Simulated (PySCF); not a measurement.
**A diatomic session: PbI**

One table from this session's results is given with a row withheld; the runs are named, their logs left out.

The runs use PySCF 2.14.0; Pb def2-SVP with ECP60, I def2-SVP with ECP28, scalar-relativistic core potentials.

Set-up of the first run:

Settings of the job:

- atoms: Pb, I
- charge: 0
- basis: Pb def2-SVP with ECP60, I def2-SVP with ECP28
- Hamiltonian: scalar-relativistic core potentials
- basis functions: 52
- electrons treated: 47
- masses in u: 207.9766, 126.9045
- levels: PBE0, PBE, r²SCAN, r²SCAN0, PW91, BP86, LC-ωPBE, HF, MP2, SCS-MP2, CCSD, CCSD(T)
- grid: 80 radial by 434 angular points
- occupations: held fixed by the projection of orbital angular momentum
- dissociation limit: Pb + I, each in its ground configuration
- starting distance in angstrom: 2.705
- values of 2S to try: 1, 3

On the command line:

```sh
$ OMP_NUM_THREADS=1 python dia.py task.json out
```

Among the steps run: Input; The PBE0 curve of the state that the search chose; Excited determinants; PBE; r²SCAN; r²SCAN0 (hybrid meta-GGA); PW91 (GGA); BP86 (GGA); LC-ωPBE; UHF (mean field); MP2 and coupled cluster.

One of the session's tables, all rows but one given; the rest of the session is left out.

Energy (eV) from each level's lowest point:

| R (Å) | UHF | UHF-MP2 | UHF-SCS-MP2 | UHF-CCSD | UHF-CCSD(T) |
| --- | --- | --- | --- | --- | --- |
| 2.432 | 1.223 | 1.107 | 1.155 | n/a | n/a |
| 2.545 | 0.577 | 0.492 | 0.525 | 0.531 | 0.532 |
| 2.658 | 0.210 | 0.158 | 0.177 | 0.181 | 0.181 |
| 2.743 | ? | ? | ? | ? | ? |
| 2.828 | 0.002 | 0.000 | 0.000 | 0.000 | 0.000 |
| 2.913 | 0.000 | 0.023 | 0.014 | 0.012 | 0.011 |
| 3.026 | 0.065 | 0.120 | 0.100 | 0.096 | 0.095 |
| 3.167 | 0.220 | 0.313 | 0.280 | 0.272 | 0.269 |
| 3.337 | 0.464 | 0.601 | 0.556 | 0.539 | 0.535 |
| 3.563 | 0.826 | 1.033 | 0.979 | n/a | n/a |

**Question.** Estimate the row for R (Å) = 2.743.

Worked estimate for «UHF». A straight line through the neighbours (2.658, 0.210) and (2.828, 0.002) gives 0.210 + (0.002 − 0.210) × (2.743 − 2.658) / (2.828 − 2.658) = 0.106; a parabola fitted to 4 rows on both sides gives 0.060.

The run gave: UHF: 0.065; UHF-MP2: 0.038; UHF-SCS-MP2: 0.048; UHF-CCSD: 0.049; UHF-CCSD(T): 0.050. In «UHF» the line misses by +0.041 and the parabola by -0.005.
